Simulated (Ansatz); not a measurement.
What does this script print? It uses Ansatz 0.2.0, Python API.

`h2se2si.py`
```python
# -*- coding: utf-8 -*-
"""H2Se2Si at several levels of theory."""

import ansatz as az

BASIS = "def2-SVP"

GEOMETRY = """
Si   -0.29830    0.20390   -0.23190
Se    0.72820   -0.14260    1.70630
Se    1.20510   -1.36380   -0.32150
H    -1.64690   -0.26320   -0.27440
H     0.06170    1.49200   -0.92000
"""


def main():
    system = az.Crystal.molecule()
    for line in GEOMETRY.strip().splitlines():
        symbol, *xyz = line.split()
        system = system.atom(symbol, [float(v) for v in xyz])

    job = system.calculation().basis(gaussian=BASIS)

    methods = ["mp2", "ccsd", "ccsd_t"]
    reports = [job.correlation(m).run(threads=1).report for m in methods]
    print(f"Hartree-Fock reference {reports[0]['reference_energy_ev'] / 27.211386246:.6f} Ha")
    best = reports[-1]["free_energy_ev"] - reports[-1]["reference_energy_ev"]
    for method, each in zip(methods, reports):
        gained = each["free_energy_ev"] - each["reference_energy_ev"]
        print(f"{method:8s} total {each['free_energy_ev'] / 27.211386246:.6f} Ha  correlation {gained:9.4f} eV  ({100 * gained / best:.1f} % of the last)")


if __name__ == "__main__":
    main()
```

```console
$ python h2se2si.py
Hartree-Fock reference -5089.128610 Ha
mp2      total -5089.686073 Ha  correlation  -15.1693 eV  (94.3 % of the last)
ccsd     total -5089.701544 Ha  correlation  -15.5903 eV  (96.9 % of the last)
ccsd_t   total -5089.719579 Ha  correlation  -16.0811 eV  (100.0 % of the last)
```

Caveats:
- Total energies depend on the basis set; only differences at equal settings carry meaning.
- The geometry is a force-field or estimated start, not a minimum of this method, and the basis set is short of its limit. A lower total doesn't mark the better method: functionals have no common bound, and MP2 and coupled cluster aren't variational.
- Inner cores stay frozen; a filled d shell under the valence of the heavier atoms is correlated with it.
- It ran for 19 s on 1 thread of Arm Neoverse V1, with other jobs on the host, peak memory 0.33 GiB.
